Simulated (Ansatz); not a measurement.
# Ge3H8O: a ladder of functionals and wavefunction methods

An exercise on one series of results from a longer session: the logs are not shown, and one member is left open.

Program: Ansatz 0.2.0, Gaussian basis. Level of theory: functionals in def2-TZVPP, the program's frozen cores in correlated methods. These are calculated values, not measurements.

Levels to be run: LDA (SPW92), PBE-D4, revPBE-D4, BLYP-D4, r2SCAN-D4, B97M-V, PBE0-D4, B3LYP-D4, r2SCANh-D4, r2SCAN0-D4, HSE06-D4, BHLYP-D4, CAM-B3LYP-D4, LC-ωPBE, ωB97X-V, ωB97M-V, B2PLYP, PBE-QIDH; CCSD(T)/def2-SVP; CCSD(T)/def2-TZVPP; MP2/def2-QZVPP; extrapolation to the limit.

## Structure used throughout

All runs share one geometry, relaxed beforehand with PBE0-D4 in a triple-zeta def2 set.

SMILES `[OH][GeH]([GeH3])[GeH3]`, 12 atoms, charge 0, spin multiplicity 1.

Atoms are counted from 1 here; the program's logs count them from 0.

Bond lengths: O1–Ge2 1.796 Å, O1–H5 0.960 Å, Ge2–Ge3 2.423 Å, Ge2–Ge4 2.435 Å, Ge2–H6 1.550 Å, Ge3–H7 1.538 Å, Ge3–H8 1.536 Å, Ge3–H9 1.536 Å, Ge4–H10 1.539 Å, Ge4–H11 1.537 Å, Ge4–H12 1.539 Å. Angles: Ge2–O1–H5 112.3°, O1–Ge2–Ge3 104.0°, O1–Ge2–Ge4 109.4°, O1–Ge2–H6 108.5°, Ge3–Ge2–Ge4 113.6°, Ge3–Ge2–H6 111.5°, Ge4–Ge2–H6 109.5°, Ge2–Ge3–H7 109.1°, Ge2–Ge3–H8 109.7°, Ge2–Ge3–H9 110.7°, H7–Ge3–H8 108.8°, H7–Ge3–H9 109.1°, H8–Ge3–H9 109.5°, Ge2–Ge4–H10 110.2°, Ge2–Ge4–H11 110.3°, Ge2–Ge4–H12 110.3°, H10–Ge4–H11 108.6°, H10–Ge4–H12 108.5° and more.

The first run:

in.yaml

```yaml
crystal:
  periodic: [false, false, false]
  atoms:
    - {symbol: O, position_ang: [-1.614596, 1.425532, -0.205452]}
    - {symbol: Ge, position_ang: [0.005307, 0.736823, 0.152861]}
    - {symbol: Ge, position_ang: [-0.404044, -0.811606, 1.970625]}
    - {symbol: Ge, position_ang: [0.895042, -0.324892, -1.849241]}
    - {symbol: H, position_ang: [-1.571923, 2.151883, -0.831528]}
    - {symbol: H, position_ang: [0.945005, 1.889060, 0.589960]}
    - {symbol: H, position_ang: [0.924613, -1.468559, 2.381979]}
    - {symbol: H, position_ang: [-1.374747, -1.907970, 1.508285]}
    - {symbol: H, position_ang: [-0.998416, -0.080169, 3.183082]}
    - {symbol: H, position_ang: [0.896991, 0.670868, -3.023239]}
    - {symbol: H, position_ang: [0.034835, -1.538050, -2.236286]}
    - {symbol: H, position_ang: [2.338833, -0.798019, -1.606948]}
basis:
  gaussian: {orbitals: def2-TZVPP}
hamiltonian: {xc: lda}
output: {orbitals: {seedname: orbitals}}
```

Command:

```sh
$ ansatz run in.yaml --threads 2 --pin off --events-out ev --progress --plain --max-ram 32768MiB --backend cpu
```

Among the steps run: LDA; PBE-D4 (GGA); revPBE-D4 (GGA); BLYP-D4 (GGA); r2SCAN-D4 (meta-GGA); B97M-V (meta-GGA); PBE0-D4 (hybrid); B3LYP-D4 (hybrid); r2SCANh-D4 (hybrid); r2SCAN0-D4 (hybrid); HSE06-D4 (hybrid); BHLYP-D4 (hybrid); CAM-B3LYP-D4 (range-separated); LC-ωPBE (range-separated); ωB97X-V (range-separated); ωB97M-V (range-separated); B2PLYP (double hybrid); PBE-QIDH (double hybrid).

One of the session's tables, all rows but one given; the rest of the session is left out.

It belongs to the step «Frontier levels by functional». 

| functional | HOMO (eV) | gap (eV) |
| --- | --- | --- |
| LDA (SPW92) | -6.45 | 4.94 |
| PBE-D4 | -6.33 | 5.02 |
| revPBE-D4 | -6.27 | 5.08 |
| BLYP-D4 | -6.20 | 5.01 |
| r2SCAN-D4 | -6.62 | 5.55 |
| B97M-V | -6.74 | 5.54 |
| PBE0-D4 | -7.50 | 6.99 |
| B3LYP-D4 | ? | ? |
| r2SCANh-D4 | -7.05 | 6.26 |
| r2SCAN0-D4 | -7.68 | 7.30 |
| HSE06-D4 | -7.11 | 6.23 |
| BHLYP-D4 | -8.48 | 8.82 |
| CAM-B3LYP-D4 | -8.71 | 9.20 |
| LC-ωPBE | -9.96 | 11.59 |
| ωB97X-V | -9.66 | 11.13 |
| ωB97M-V | -9.49 | 10.73 |

**Question.** Estimate the row for B3LYP-D4.

Worked estimate for «HOMO (eV)». Against the share of exact exchange, BLYP-D4 (0, -6.20), BHLYP-D4 (0.5, -8.48) give a slope of -4.56 per unit share; at 0.2 the line stands at -7.11.

The run gave: HOMO (eV): -7.29; gap (eV): 6.58. In «HOMO (eV)» the line misses by +0.18.
